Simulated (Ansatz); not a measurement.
# TiAl: a line through a two-coordinate scan

One line of a two-coordinate grid on TiAl (P4/mmm, No. 123; 2 atoms in the cell): volume per atom is varied, at c/a of the conventional cell = 1.630.

Computed with Ansatz 0.2.0 (DFT PBEsol, scalar-relativistic, plane waves, PAW, unless a step's input says otherwise).

16 further runs of the same task are left out: 16 set aside as unsound or not needed.

### 1 The starting structure

The structure is tetragonal, space group P4/mmm (No. 123). Conventional cell: a = 2.795 Å, b = 2.795 Å, c = 4.038 Å, α = 90.00°, β = 90.00°, γ = 90.00°. Ti (site symmetry 4/mmm) has 4 Ti at 2.79 Å and 8 Al at 2.83 Å as nearest neighbours. Al (site symmetry 4/mmm) has 4 Al at 2.79 Å and 8 Ti at 2.83 Å as nearest neighbours.

As a file:

```cif
data_structure
_symmetry_space_group_name_H-M 'P 1'
_symmetry_Int_Tables_number 1
_cell_length_a 2.7947
_cell_length_b 2.7947
_cell_length_c 4.0384
_cell_angle_alpha 90.000
_cell_angle_beta 90.000
_cell_angle_gamma 90.000
_cell_volume 31.54
loop_
_atom_site_label
_atom_site_type_symbol
_atom_site_fract_x
_atom_site_fract_y
_atom_site_fract_z
_atom_site_occupancy
Ti1 Ti 0.00000 0.00000 0.00000 1
Al1 Al 0.50000 0.50000 0.50000 1
```

It is the result of an earlier relaxation at this level (volume 15.77 Å³/atom; gap on the mesh: none (metal)).

### 2 The scan

The energy is mapped over volume and the cell's shape.

The axes are (1) volume per atom: 7 values from 13.88 to 17.66 Å³; (2) c/a of the conventional cell: 7 values from 1.281 to 1.630.

Nothing else is relaxed (symmetry fixes all fractional coordinates). Energies count from the relaxed crystal. Points are written as (first, second).

### 3 Point (13.88 Å³, 1.630)

The input, input.yaml:

```yaml
crystal:
  lattice:
    - [2.5726601981, 0.0, 0.0]
    - [0.0, 2.5726601981, 0.0]
    - [0.0, 0.0, 4.1939506549]
  atoms:
    - { symbol: Ti, position: [0.0, 0.0, 0.0] }
    - { symbol: Al, position: [0.5, 0.5, 0.5] }
basis:
  ecutwfc: 520.0
kpoints:
  mp_grid: { grid: [18, 18, 12] }
hamiltonian:
  xc: pbesol
  pseudopotentials: { kind: paw, azcp: { folder: soft_1 } }
scf:
  occupations: { method: gaussian, width: 0.15 }
output:
  forces: true
  stress: true
  eigenvalues: true
```

On the command line:

```console
ansatz run input.yaml --threads 1 --pin off --max-ram 2048MiB --backend cpu --events-out ev --progress --plain --runs-dir out
```

Further runs follow: the other points of the line.

What does the calculation give? Wanted: for each run, volume per atom; energy; slope; pressure.

The runs gave:

| volume per atom (Å³) | step | energy (meV/atom) | slope (meV/atom per Å³) | pressure (GPa) |
| --- | --- | --- | --- | --- |
| 13.88 | 3 | 149 | −122 | 19.5 |
| 14.51 | 4 | 88 | −73 | 11.7 |
| 15.14 | – | 55 | −33 | 5.4 |
| 15.77 | 5 | 45 | −1 | 0.1 |
| 16.40 | 6 | 53 | 26 | −4.2 |
| 17.03 | 7 | 77 | 48 | −7.7 |
| 17.66 | 8 | 113 | 66 | −10.6 |

Energies count from the relaxed crystal. Rows without a step come from runs not printed here or follow by symmetry. Slopes come from the forces (and the stress, where the cell changes), not from differences of energies.

In words: The lowest point of the line is at 15.77 Å³, 45 meV/atom from the zero. A fit to energies and slopes at the lowest point and its two neighbours puts the minimum at 15.787 Å³, with a curvature of about 47 meV/atom per (Å³)². V·d²E/dV² there is about 120 GPa, a bulk modulus under this line's constraint. The well is lopsided: two grid steps out, the energy rises by 44 meV/atom towards smaller values and 32 meV/atom towards larger ones. The highest point computed, at 13.88 Å³, lies 104 meV/atom above the lowest. This is one cut through a surface in two coordinates; the map's lowest point lies off it.
